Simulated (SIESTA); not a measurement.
AlPt:

```
CELL_PARAMETERS angstrom
4.87893 0.00000 0.00000
0.00000 4.87893 0.00000
0.00000 0.00000 4.87893
ATOMIC_POSITIONS crystal
Pt 0.84494 0.65506 0.34494
Pt 0.65506 0.34494 0.84494
Pt 0.34494 0.84494 0.65506
Pt 0.15506 0.15506 0.15506
Al 0.15597 0.34403 0.65597
Al 0.34403 0.65597 0.15597
Al 0.65597 0.15597 0.34403
Al 0.84403 0.84403 0.84403
```

The cell is a database's computed one.

| Quantity | Value |
| --- | --- |
| Program | SIESTA 5.4.2 |
| Task | single point |
| Functional | PBEsol |
| Potentials or basis | PseudoDojo 0.4 standard (PBEsol files) |
| Basis | DZP (energy shift 0.003 Ry; two zetas on semicore shells) |
| Grid cutoff | 800 Ry |
| Energy shift | 0.003 Ry |
| k mesh | 6 × 6 × 6 |
| Occupations | fermi-dirac, width 0.05 eV |
| Spin | no spin polarisation |

On this cell: pressure -0.2 GPa; largest force 0.031 eV/Å; band gap on the k mesh none (metal or under the smearing width).

The same run follows on a disturbed copy (atoms moved at random, drawn with an rms of 0.05 Å):

```
Pt Al
1.0
     4.87893    0.00000    0.00000
     0.00000    4.87893    0.00000
     0.00000    0.00000    4.87893
Pt Al
4 4
Direct
  0.83849 0.66081 0.34558
  0.64772 0.34363 0.83769
  0.34901 0.84867 0.64889
  0.15618 0.14424 0.15321
  0.15286 0.35051 0.65385
  0.33985 0.65644 0.16371
  0.65184 0.15713 0.34169
  0.84970 0.84525 0.84089
```

Problem. What changes?

Solution. The energy (extrapolated to zero smearing) moves by +8.9 meV/atom; pressure 0.1 GPa; largest force 0.764 eV/Å; band gap on the k mesh none (metal or under the smearing width).

Forces on the atoms (eV/Å):
```
Pt   0.214 -0.407 -0.184
Pt   0.251  0.240  0.413
Pt  -0.199 -0.108  0.479
Pt  -0.274  0.709 -0.074
Al  -0.093 -0.214  0.022
Al   0.160 -0.360 -0.529
Al   0.231  0.177 -0.201
Al  -0.289 -0.037  0.074
```

Stress tensor (GPa, compression positive):
```
 0.32 -0.21  0.48
-0.21  0.02  0.38
 0.48  0.38  0.07
```

Caveats: short orbitals over semicore shells can move pressures by several GPa; the basis of atomic orbitals isn't converged, which shifts pressures, moduli and gaps.
